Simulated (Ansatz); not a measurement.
**MoSeO (1T monolayer (Janus) type, one sheet): maximally localised Wannier functions**

Where do the localised orbitals of MoSeO (1T monolayer (Janus) type, one sheet) sit, how far are they spread, and how do the settings change that? The runs, in order: r2SCAN, all s p, disentangled, 6×6×1; r2SCAN, metal d and anion p, disentangled, 6×6×1 (level, trial orbitals, Wannier mesh).

Method: plane waves, PAW, in Ansatz 0.2.0.

2 further runs of the same task are left out: 2 that didn't finish.

## 1. The system as given

Symmetry: P3m1, No. 156, trigonal system. The conventional cell has a = 3.120 Å, b = 3.120 Å, c = 29.714 Å, α = 90.00°, β = 90.00°, γ = 120.00°. Mo (site symmetry 3m) is surrounded by 3 O at 2.06 Å and 3 Se at 2.53 Å. Around O (site symmetry 3m) lie 3 Mo at 2.06 Å. Around Se (site symmetry 3m) lie 3 Mo at 2.53 Å.

Structure file:

```cif
data_structure
_symmetry_space_group_name_H-M 'P3m1'
_symmetry_Int_Tables_number 156
_cell_length_a 3.1195
_cell_length_b 3.1195
_cell_length_c 29.7142
_cell_angle_alpha 90.000
_cell_angle_beta 90.000
_cell_angle_gamma 120.000
_cell_volume 250.42
loop_
_atom_site_label
_atom_site_type_symbol
_atom_site_symmetry_multiplicity
_atom_site_Wyckoff_symbol
_atom_site_fract_x
_atom_site_fract_y
_atom_site_fract_z
_atom_site_occupancy
Mo1 Mo 1 a 0.00000 0.00000 0.31166 1
O1 O 1 b 0.33333 0.66667 0.34529 1
Se1 Se 1 c 0.66667 0.33333 0.25171 1
```

Cell and atoms come from an earlier r2SCAN relaxation. No spin polarisation is used; should the compound be magnetic, its bands and low-energy spectrum would differ. The cell holds one sheet and vacuum, and is periodic in the plane alone; ε, where given, is a mean over the whole height of the cell, so ε₂ and ε₁ − 1 scale inversely with that height and aren't the sheet's own values.

## 2. r2SCAN, all s p, disentangled, 6×6×1

input.yaml reads:

```yaml
crystal:
  lattice:
    - [3.1195298631, 0.0, 0.0]
    - [-1.5597649316, 2.7015921093, 0.0]
    - [0.0, 0.0, 29.714225764]
  atoms:
    - { symbol: Mo, position: [0.0, 0.0, 0.3116551365] }
    - { symbol: O, position: [0.3333333333, 0.6666666667, 0.3452924614] }
    - { symbol: Se, position: [0.6666666667, 0.3333333333, 0.2517080815] }
  periodic: [true, true, false]
kpoints:
  mp_grid: { grid: [9, 9, 1] }
  band_path:
    path:
      - [0, 0, 0]
      - [0.5, 0, 0]
      - [0.3333333333333, 0.3333333333333, 0]
      - [0, 0, 0]
    npoints: 10
hamiltonian:
  xc: r2scan
scf:
  occupations: { method: fermi_dirac, width: 0.02 }
  n_extra_bands: 12
output:
  forces: false
  stress: false
  eigenvalues: true
  wannier:
    kmesh: [6, 6, 1]
    projections:
      - { species: O, l: s, shell: 2 }
      - { species: O, l: p, shell: 2 }
      - { species: Se, l: s, shell: 4 }
      - { species: Se, l: p, shell: 4 }
      - { species: Mo, l: s, shell: 5 }
      - { species: Mo, l: p, shell: 5 }
    minimise: true
    write_hr: true
    conv_tol: 1.0e-08
    max_iter: 3000
    disentanglement: { window: [-31.05, 10.95], frozen_window: [-13.05, -3.55] }
```

The log of the run:

```text
Mo: the file doesn't list 5p, so it is added from the neutral free atom; the dataset's partial waves leave at most 1.8e-3 of an orbital's norm unspanned inside its sphere
scf.n_extra_bands = 12 over 18 filled bands (N_el = 36.0): the run solves 30 bands
Engine: ansatz 0.2.0, x86_64-unknown-linux-gnu
Pseudopotentials: kind: paw
Pseudopotential: Mo, paw, valence charge 14, recommended cutoff 500 eV (meta_gga), Mo.paw.azcp
Pseudopotential: O, paw, valence charge 6, recommended cutoff 500 eV (meta_gga), O.paw.azcp
Pseudopotential: Se, paw, valence charge 16, recommended cutoff 500 eV (meta_gga), Se.paw.azcp
Functional definition: r2SCAN
  parameter k0 = 0.174
  parameter k1 = 0.065
  parameter a1 = 4.9479
  exchange = r2scan_x(k0 = k0, k1 = k1, a1 = a1)
  correlation = r2scan_c
Crystal: 3 atoms, lattice volume = 250.422 Å³
Basis set: ecut = 500 eV, 6349 PW (Γ), exchange–correlation on 96×96×900 points (64 copies of the dense FFT grid, shifted against one another)
Bands: 30, of which v1, the nominal top of the filled ones, is band 18 counted from 1 (17 counted from 0)
Symmetry: 6 space group operations
Space group: P3m1 (ITA 156), of the structure as read, at distance tolerance 6.3e-5 Å
k-points: 12 of 81 (time reversal used)
Non-local potential: Mo, projectors of the file, l = 0: 3, l = 1: 2, l = 2: 2, l = 3: 1
Non-local potential: O, projectors of the file, l = 0: 2, l = 1: 2, l = 2: 1
Non-local potential: Se, projectors of the file, l = 0: 2, l = 1: 2, l = 2: 3, l = 3: 1
PAW form: soft (Blöchl's): semilocal exchange-correlation on the pseudo side does not see the compensation charge
PAW frozen core: Mo, regenerated for the run's functional (the file was generated under x = pbe(κ = 0.804, μ = 0.2195149727645171), c = pbe(β = 0.06672455060314922))
PAW frozen core: O, regenerated for the run's functional (the file was generated under x = pbe(κ = 0.804, μ = 0.2195149727645171), c = pbe(β = 0.06672455060314922))
PAW frozen core: Se, regenerated for the run's functional (the file was generated under x = pbe(κ = 0.804, μ = 0.2195149727645171), c = pbe(β = 0.06672455060314922))
PAW one-centre angular grid: Mo, 590 points (default); XC on 160 Gauss nodes
PAW one-centre angular grid: O, 302 points (default); XC on 160 Gauss nodes
PAW one-centre angular grid: Se, 590 points (default); XC on 160 Gauss nodes
Initial density: superposition of atomic densities (neutral atoms: chi_scale 0, normalization atom), corrected by the library's trained network
Initial wavefunctions: pseudopotential atomic-orbital guess
Functional: x = r2scan, c = r2scan; τ floored in thin density (d = 2e-4 eV/Å³)
SCF iter   1: F=—  HF=-11014.567720 eV  |F-HF|=—  |Δ(HF+E_count)|=         —  Δρ=8.02e-3  dr2=3.31e-1  dr2_τ=1.10e-1  ethr=1.77e-3  ⟨swp⟩=12.9  Hψ=2906  notcnv=0  defer=13
preconditioner: auto → LDOS  [insulator: Δε(μ)=0.308 eV  Ē_g=13.638 eV  σ=0.020 eV  W_gap=0.60  n_scr=18 (ndim 8)  ℏωp=10.0 eV  f_vac=0.791  D(μ)=0.79/eV (n_scr^D=6)  ε∞_Penn≈1.5  β→1.0]
SCF iter   2: F=—  HF=-11014.628374 eV  |F-HF|=—  |Δ(HF+E_count)|=   6.07e-2  Δρ=7.89e-3  dr2=6.45e-1  dr2_τ=4.06e-2  ethr=9.19e-4  ⟨swp⟩=4.6  Hψ=847  notcnv=0  defer=72
SCF iter   3: F=—  HF=-11014.569982 eV  |F-HF|=—  |Δ(HF+E_count)|=   5.84e-2  Δρ=9.13e-4  dr2=2.98e-3  dr2_τ=3.31e-4  ethr=9.19e-4  ⟨swp⟩=3.2  Hψ=441  notcnv=0  defer=72
SCF iter   4: F=—  HF=-11014.572275 eV  |F-HF|=—  |Δ(HF+E_count)|=   2.29e-3  Δρ=8.17e-4  dr2=2.57e-3  dr2_τ=1.97e-4  ethr=8.27e-6  ⟨swp⟩=4.0  Hψ=965  notcnv=0  defer=72
SCF iter   5: F=—  HF=-11014.571853 eV  |F-HF|=—  |Δ(HF+E_count)|=   4.22e-4  Δρ=3.43e-4  dr2=4.22e-4  dr2_τ=2.38e-5  ethr=7.13e-6  ⟨swp⟩=2.8  Hψ=503  notcnv=0  defer=72
SCF iter   6: F=—  HF=-11014.571828 eV  |F-HF|=—  |Δ(HF+E_count)|=   2.52e-5  Δρ=4.86e-5  dr2=1.23e-5  dr2_τ=2.52e-7  ethr=1.17e-6  ⟨swp⟩=3.1  Hψ=621  notcnv=0  defer=72
SCF iter   7: F=—  HF=-11014.571889 eV  |F-HF|=—  |Δ(HF+E_count)|=   6.08e-5  Δρ=1.59e-5  dr2=1.55e-6  dr2_τ=5.75e-8  ethr=3.43e-8  ⟨swp⟩=4.2  Hψ=766  notcnv=0  defer=72
SCF iter   8: F=-11014.571888 eV  HF=-11014.571888 eV  |F-HF|=4.57e-8  |Δ(HF+E_count)|=   5.44e-7  Δρ=4.81e-6  dr2=6.56e-8  dr2_τ=8.01e-9  ethr=2.78e-10  ⟨swp⟩=18.2  Hψ=2915  notcnv=0
SCF 1 converged in 8 iterations: F = -11014.571888 eV  dr2 = 6.56e-8
NSCF: frozen V_eff on 31 k-points, pencils in batches of 32, up to order 132
NSCF: frozen V_eff on 10 k-points, pencils in batches of 32, up to order 120
the Wannier pass solved 10 of the 36 points of its mesh, and has the states at the others by symmetry: states obtained by the crystal's operations at points that were solved too leave a residual of 2.06e-13 eV (read by the count's bands and the next), within 8.33e-6 eV
NSCF: frozen V_eff on 10 k-points
the Wannier pass solved 10 of the 36 points of its mesh, and has the states at the others by symmetry: states obtained by the crystal's operations at points that were solved too leave a residual of 1.11e-12 eV (read by the count's bands and the next), within 8.33e-6 eV
NSCF: frozen V_eff on 10 k-points
the Wannier pass solved 10 of the 36 points of its mesh, and has the states at the others by symmetry: states obtained by the crystal's operations at points that were solved too leave a residual of 6.22e-13 eV (read by the count's bands and the next), within 8.33e-6 eV
SCF converged after 8 iterations
Free energy (F): -11014.571888 eV
Harris-Foulkes:  -11014.571888 eV  (|F-HF|=4.57e-8)
Internal energy: -11014.571156 eV  (E = F + TS)
E sigma→0 (E₀):  -11014.571522 eV
Entropy (-TS):   -0.000732 eV (-0.244 meV/atom)
Fermi energy:    -5.048730 eV
--- Per-component energies (eV) ---
  E_band       = -1158.543082
  E_kinetic    = 734.025301
  E_local      = -87776.025551  (includes V_loc(G=0)·N_el)
  E_nonlocal   = -405.249866
  E_hartree    = 43350.130221
  E_xc         = -349.518080
  E_vxc        = -466.763568  (∫ρ·V_xc dr)
  E_paw        = -5301.664856  (= ΣΔE_a)
  E_vpaw       = 26.184908  (= ΣTr[D̂ρ^β])
  E_aug_tail   = 0.000768  (compensation charges beyond the density's cutoff)
  E_vtau       = 29.023555  (kinetic-family band-sum trace: ∫τ·v_τ [+ j·A + Jᵃ·Aᵃ] dr)
  E_ewald      = 38735.748823
  E_core_change = -2.017915  (= ΣΔE_core)
  E_smearing   = -0.000732  (= −TS)
  E_closure    = -0.000000  (closes the sum)
  Σ components = -11014.571888   (vs F -11014.571888, Δ=0.00e0)
--- Band table (eV; the first three rows and the last of 12) ---
  k-point 0: bands = ["-69.1513", "-54.3887", "-54.3887", "-54.3298", "-54.3298", "-54.3096", "-42.5134", "-42.2972", "-42.2972", "-25.7005", "-20.9236", "-12.0221", "-11.3074", "-11.3074", "-9.3232", "-5.8157", "-5.8157", "-5.1834", "-5.1834", "-4.9651", "-1.0535 (-1.0554°)", "-1.0255 (-1.0255°)", "-1.0255 (-1.0255°)", "-0.2937", "0.2331", "0.9093", "1.3958", "1.8572", "2.9462", "3.4542"]
  k-point 1: bands = ["-69.1450", "-54.3887", "-54.3876", "-54.3302", "-54.3299", "-54.3090", "-42.5013", "-42.3595", "-42.3104", "-25.6476", "-20.7689", "-11.9154", "-11.4079", "-11.2058", "-9.0454", "-6.9484", "-6.3877", "-5.4839", "-4.6241", "-4.3525", "-1.7219 (-1.7219°)", "-1.1508 (-1.1508°)", "-0.7544 (-0.7571°)", "0.0273", "0.5689", "1.1839", "1.6620", "2.1678", "3.2020", "3.7756"]
  k-point 2: bands = ["-69.1290", "-54.3887", "-54.3848", "-54.3313", "-54.3303", "-54.3076", "-42.5274", "-42.4574", "-42.3435", "-25.5336", "-20.3104", "-11.9221", "-11.0896", "-10.9910", "-9.1902", "-8.3737", "-6.9303", "-5.8209", "-4.2019", "-4.1401", "-2.1546", "-1.2797 (-1.2797°)", "0.0334 (0.0301°)", "0.8241", "1.3712", "1.9668", "2.4158", "2.9409", "3.8306", "4.1329"]
  k-point 11: bands = ["-69.0902", "-54.3837", "-54.3831", "-54.3327", "-54.3321", "-54.3044", "-42.6947", "-42.6200", "-42.3830", "-25.3344", "-18.6203", "-11.5741", "-11.4054", "-10.9657", "-9.7403", "-9.7068", "-9.2908", "-5.0482", "-4.4873", "-4.4852", "-2.2443", "-0.3282", "2.3313", "3.5527", "5.4390 (5.4388°)", "6.1494", "6.2028", "6.3404", "6.3501", "6.4953"]
  ° read free of the cell's end (the report's vacuum.weakly_bound_levels)
Wannier search: line search 1 of at most 3000: gauge-dependent spread (as the search counts it) 36.1145454 Å², largest recent change 6.6e0 Å² and fall left 1.9e0 Å² against conv_tol 1.0e-8 Å², 0 stops escaped
```

Wall time 26 s (1 × NVIDIA H100 80GB HBM3 with 2 threads of AMD EPYC 7R13 (Zen 3), shared host); peak host memory 1.5 GiB.

The windows are typed on the program's own energy scale, on which the last band filled by count tops at -5.05 eV (the bands overlap, so it is not filled everywhere).

The head of wannier.spreads.toml:

```toml
omega_i_ang2 = 14.384084518747414
omega_d_ang2 = 0.04508204024997492
omega_od_ang2 = 2.237805251889376
omega_total_ang2 = 16.666971810886764
least_projectability = 0.0002866622334716921
b_vectors_match_mmn = true
n_iter = 93
converged = true
rejected_fitted_steps = 5
dis_converged = true
dis_n_iter = 483
dis_n_moved = 0
```

The functions (centres in Å, on-site energies from the highest level of the last filled band):

| n | x | y | z | spread (Å²) | on-site (eV) | nearest atoms | distance (Å) |
| --- | --- | --- | --- | --- | --- | --- | --- |
| 1 | 0.393 | 2.028 | 10.014 | 0.880 | -8.823 | O2 | 0.52 |
| 2 | 0.000 | 1.801 | 10.541 | 0.580 | -8.131 | O2 | 0.28 |
| 3 | -0.393 | 2.028 | 10.014 | 0.880 | -8.823 | O2 | 0.52 |
| 4 | 0.000 | 1.347 | 10.014 | 0.880 | -8.823 | O2 | 0.52 |
| 5 | 2.086 | 0.597 | 7.949 | 1.781 | -5.849 | Se3 | 0.77 |
| 6 | 1.560 | 0.901 | 6.937 | 1.267 | -7.212 | Se3 | 0.54 |
| 7 | 1.034 | 0.597 | 7.949 | 1.781 | -5.849 | Se3 | 0.77 |
| 8 | 1.560 | 1.508 | 7.949 | 1.781 | -5.849 | Se3 | 0.77 |
| 9 | 1.609 | -2.730 | 9.170 | 1.551 | -0.908 | Mo1 | 0.11 |
| 10 | 0.000 | 0.000 | 11.115 | 2.187 | 7.922 | Mo1 | 1.85 |
| 11 | 0.000 | 0.057 | 9.170 | 1.551 | -0.908 | Mo1 | 0.11 |
| 12 | 1.510 | 2.673 | 9.170 | 1.551 | -0.908 | Mo1 | 0.11 |

The largest hoppings ⟨m, 0|H|n, R⟩, one of each Hermitian pair (moduli):

| m | n | R | distance (Å) | |t| (eV) |
| --- | --- | --- | --- | --- |
| 1 | 2 | 0 0 0 | 0.70 | 4.014 |
| 2 | 4 | 0 0 0 | 0.70 | 4.014 |
| 2 | 3 | 0 0 0 | 0.70 | 4.014 |
| 1 | 4 | 0 0 0 | 0.79 | 3.691 |
| 1 | 3 | 0 0 0 | 0.79 | 3.691 |
| 3 | 4 | 0 0 0 | 0.79 | 3.691 |
| 7 | 8 | 0 0 0 | 1.05 | 2.551 |
| 5 | 8 | 0 0 0 | 1.05 | 2.551 |
| 5 | 7 | 0 0 0 | 1.05 | 2.551 |
| 6 | 7 | 0 0 0 | 1.18 | 2.549 |
| 6 | 8 | 0 0 0 | 1.18 | 2.549 |
| 5 | 6 | 0 0 0 | 1.18 | 2.549 |
| 4 | 10 | 0 0 0 | 1.74 | 1.391 |
| 1 | 10 | 1 1 0 | 1.74 | 1.391 |

Interpolated bands at the corners of the path, eV from the highest level of the last filled band (the lowest 4 left out):

| point | e5 | e6 | e7 | e8 | e9 | e10 | e11 | e12 |
| --- | --- | --- | --- | --- | --- | --- | --- | --- |
| Γ | -6.26 | -4.27 | -0.77 | -0.77 | -0.14 | -0.14 | 0.08 | 6.02 |
| M | -5.76 | -5.17 | -3.91 | -2.02 | -1.09 | 1.11 | 1.21 | 10.37 |
| K | -5.92 | -4.69 | -4.66 | -4.24 | 0.00 | 0.56 | 0.56 | 11.46 |
| Γ | -6.26 | -4.27 | -0.77 | -0.77 | -0.14 | -0.14 | 0.08 | 6.02 |

Along the path each interpolated band stays within 0.07, 0.48, 0.01, 0.02, 0.01, 0.02, 0.01, 0.02, 0.02, 0.04, 0.03, 0.21 eV of the nearest computed level, from the lowest band up; bands outside the frozen window needn't match, and between the mesh's points a coarse mesh lets the others stray too.

The least projectability is 0.00: some state is hardly reached by the trial orbitals.

(Part 1 of 2 ends here.)
